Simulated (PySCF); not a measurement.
**C7H7BO: electronic excitations**

What electronic excitations should C7H7BO (`C#C/C=C\OBC#CC`) show?

Computed with PySCF 2.14.0, with density-fitted response routines of our own, on a single molecule in the gas phase. Atoms are numbered from 0 throughout.

## 1. The starting structure

16 atoms, charge 0, multiplicity 1; geometry from: GFN2-xTB.

Bonds of the start (Å): C0–C1 1.20, C1–C2 1.41, C2–C3 1.34, C3–O4 1.35, O4–B5 1.34, B5–C6 1.52, C6–C7 1.21, C7–C8 1.45, C0–H9 1.05, C2–H10 1.08, C3–H11 1.09, B5–H12 1.17, C8–H13 1.09, C8–H14 1.09, C8–H15 1.09.

## 2. Excited states and response: CAM-B3LYP/def2-SVPD

The job: settings as JSON, then the geometry in Å.

```
{"job": {"kind": "uv", "xc": "CAM-B3LYP", "basis": "def2-SVPD", "nstates": 8, "ntriplets": 3}, "charge": 0, "multiplicity": 1}
C      4.525538     0.513855    -0.876367
C      3.561528     0.025810    -0.351176
C      2.440634    -0.553503     0.272542
C      1.186159    -0.122142     0.099830
O      0.883251     0.920184    -0.699575
B     -0.355795     1.394526    -0.912578
C     -1.599915     0.808308    -0.268097
C     -2.582402     0.334092     0.248670
C     -3.769259    -0.218592     0.860648
H      5.365016     0.941051    -1.337493
H      2.629458    -1.393799     0.925159
H      0.353297    -0.604133     0.605618
H     -0.420649     2.311084    -1.643396
H     -3.850201     0.133695     1.889257
H     -3.717705    -1.307601     0.865424
H     -4.656555     0.093592     0.310124
```

With the program's defaults for keys left out, this is: TDDFT CAM-B3LYP/def2-SVPD, vertical, gas phase, core orbitals frozen in the response.

The run is started by

```sh
OMP_NUM_THREADS=1 python probes_run.py task.json out
```

This one command runs all jobs of the session in turn.

Predict these results of the whole session: lowest singlet (CAM-B3LYP/def2-SVPD); brightest single state of those computed; lowest triplet; surface potential, 1st and 99th percentile.

As calculated:

```
                                quantity                        value
    lowest singlet (CAM-B3LYP/def2-SVPD)  4.89 eV (254 nm), f = 0.000
brightest single state of those computed  state 2, 5.11 eV, f = 0.519
                          lowest triplet                      3.33 eV
   surface potential, 1st and 99th percentile           -1.22 V and 1.17 V
```

**Reading.** The first singlet state (HOMO−1→LUMO 0.68, HOMO−2→LUMO 0.16) lies at 4.89 eV and is dark; of the 8 states computed, the strongest absorption comes from state 2 at 5.11 eV. The lowest triplet lies 1.56 eV below the lowest singlet (triplets in Tamm-Dancoff, singlets in full TDDFT). At CAM-B3LYP/def2-SVPD, counted by nearest atom on the grid, the HOMO lies on C0, C3 about 23 % each; C2 19 %, the LUMO on B5 32 %; C7 16 %.
